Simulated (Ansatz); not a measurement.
# CH₅ClNSi radical: small, medium and large basis sets

How large a basis does CH₅ClNSi radical need? Two functionals are run in growing sets.

Method: one geometry, several basis sets; program: Ansatz 0.2.0, Gaussian basis.

Plan: PBE0-D4/def2-SVP; ωB97M-V/def2-SVP; PBE0-D4/def2-QZVPP; ωB97M-V/def2-QZVPP; the functionals' def2-TZVPP values are taken from earlier runs.

## 1. Structure used throughout

The geometry comes from an earlier relaxation with PBE0-D4 in a triple-zeta def2 set; it is a stationary point, not always the lowest conformer.

SMILES `C[N][SiH2]Cl`, 9 atoms, charge 0, spin multiplicity 2.

Atoms are counted from 1 here; the program's logs count them from 0.

Bond lengths: C1–N2 1.421 Å, C1–H5 1.100 Å, C1–H6 1.103 Å, C1–H7 1.095 Å, N2–Si3 1.730 Å, Si3–Cl4 2.044 Å, Si3–H8 1.485 Å, Si3–H9 1.486 Å. Angles: N2–C1–H5 115.6°, N2–C1–H6 107.9°, N2–C1–H7 110.9°, H5–C1–H6 106.4°, H5–C1–H7 109.5°, H6–C1–H7 106.0°, C1–N2–Si3 121.0°, N2–Si3–Cl4 109.2°, N2–Si3–H8 109.2°, N2–Si3–H9 111.6°, Cl4–Si3–H8 108.1°, Cl4–Si3–H9 107.8°, H8–Si3–H9 110.9°.

As a file:

```xyz
9
charge 0, multiplicity 2
C     0.49375    1.34152    0.14049
N     0.62877   -0.02101    0.52177
Si   -0.41564   -1.23740   -0.12918
Cl    0.31951   -3.08248    0.35452
H     0.13431    1.51418   -0.88429
H    -0.24469    1.81004    0.81269
H     1.43093    1.88537    0.29530
H    -1.76241   -1.10143    0.48225
H    -0.49593   -1.15519   -1.61065
```

## 2. PBE0-D4 in def2-SVP

Contents of in.yaml:

```yaml
crystal:
  periodic: [false, false, false]
  atoms:
    - {symbol: C, position_ang: [0.493751, 1.341524, 0.140487]}
    - {symbol: N, position_ang: [0.628773, -0.021010, 0.521769]}
    - {symbol: Si, position_ang: [-0.415641, -1.237400, -0.129180]}
    - {symbol: Cl, position_ang: [0.319507, -3.082479, 0.354521]}
    - {symbol: H, position_ang: [0.134306, 1.514180, -0.884288]}
    - {symbol: H, position_ang: [-0.244689, 1.810035, 0.812691]}
    - {symbol: H, position_ang: [1.430930, 1.885366, 0.295301]}
    - {symbol: H, position_ang: [-1.762412, -1.101425, 0.482250]}
    - {symbol: H, position_ang: [-0.495926, -1.155191, -1.610651]}
basis:
  gaussian: {orbitals: def2-SVP}
magnetization: {spin_polarized: true, initial_magnetization: 1}
hamiltonian: {xc: pbe0, dispersion: d4}
output: {orbitals: {seedname: orbitals}}
```

After this run come: ωB97M-V in def2-SVP; PBE0-D4 in def2-QZVPP; ωB97M-V in def2-QZVPP.

**Question.** What will the summary of the whole plan be? Wanted: PBE0-D4: double and triple zeta above quadruple; ωB97M-V: double and triple zeta above quadruple.

**Answer**, as computed:

| quantity | value |
| --- | --- |
| PBE0-D4: double and triple zeta above quadruple | 11.02, 0.80 eV |
| ωB97M-V: double and triple zeta above quadruple | 11.09, 0.76 eV |

In words: For PBE0-D4 the step from double to triple zeta gains 10.22 eV and the next only 0.80 eV. Total energies overstate the basis error of differences, where much of it tends to cancel.
